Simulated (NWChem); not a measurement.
# SiHBrO (SMILES O[Si]Br): MP2/MIDI!

What is the vertical ionisation energy of SiHBrO at MP2/MIDI!? 

The results are computed with NWChem 7.3.0.

## (1) Starting point

SiHBrO: 4 atoms, total charge 0, spin state singlet. SMILES: `O[Si]Br`. Geometry: relaxed at PBE0-D4/def2-TZVP.

Bond lengths: O1–Si2 1.636 Å, Si2–Br3 2.289 Å, O1–H4 0.963 Å. Angles: O1–Si2–Br3 101.2°, Si2–O1–H4 120.7°.

## (2) A single-point energy at MP2/MIDI!

sp.nw reads:

```
start sp
title "BrHOSi mp2"
memory 2200 mb

geometry units angstroms noautosym nocenter noautoz
 O       -0.885200       0.465100      -0.454500
 Si      -0.590500      -0.799600       0.539800
 Br       1.692600      -0.725200       0.691600
 H       -0.161400       0.999400      -0.797200
end

basis spherical bse
 * library "MIDI!"
end

scf
 thresh 1e-08
 maxiter 80
 print low
end

mp2
 freeze core 15
 tight
end

task mp2
```

Started as:

```console
$ nwchem sp.nw > sp.out
```

The program printed:

```text
[...]
  functions       =    61
[...]
  wavefunction    = RHF
[...]
         Total SCF energy =  -2922.770575104109
      One-electron energy =  -4491.873284733329
      Two-electron energy =   1357.262680148013
 Nuclear repulsion energy =    211.840029481206
        Time for solution =      2.5s
[...]
          Total MP2 energy         -2923.148812210731
[...]
```

Run time: 3.9 s. Hardware: 1 thread of Intel Xeon 6975P-C (Granite Rapids), shared host; peak memory 0.12 GiB.

## (3) The doublet cation

struct.nw reads:

```
start struct
title "BrHOSi"
memory stack 880 mb heap 220 mb global 1100 mb
charge 1
geometry units angstroms noautosym nocenter noautoz
  O       -0.885200       0.465100      -0.454500
  Si      -0.590500      -0.799600       0.539800
  Br       1.692600      -0.725200       0.691600
  H       -0.161400       0.999400      -0.797200
end
basis "ao basis" spherical bse
  * library "MIDI!"
end
scf
  doublet
  uhf
  thresh 1e-08
  maxiter 80
  print low
end
mp2
  freeze core 15
  tight
end
task mp2 energy
```

Started as:

```console
$ nwchem struct.nw > struct.out
```

The program printed:

```text
[...]
  functions       =    61
[...]
  wavefunction    = UHF
[...]
         Total SCF energy =  -2922.445965325775
      One electron energy =  -4476.637280192027
      Two electron energy =   1342.351285385046
 Nuclear repulsion energy =    211.840029481206
                       Sz =      0.5000
                 Sz(Sz+1) =      0.7500
                      S^2 =      0.7816
[...]
          Total MP2 energy         -2922.806066789962
[...]
```

Run time: 6.9 s. Hardware: 1 thread of Intel Xeon 6975P-C (Granite Rapids), shared host; peak memory 0.13 GiB.

## (4) Results

At MP2/MIDI!, 15 core orbitals frozen:

```
                                                    quantity           value
                                singlet SiHBrO: total energy  -2923.14881 Eh
singlet SiHBrO: correlation energy (15 core orbitals frozen)      -378.2 mEh
                                doublet cation: total energy  -2922.80607 Eh
doublet cation: correlation energy (15 core orbitals frozen)      -360.1 mEh
           doublet cation: ⟨S²⟩ of the reference determinant           0.782
          vertical ionisation energy (to the doublet cation)        9.327 eV
```

The vertical ionisation energy comes to 9.33 eV (900 kJ/mol).
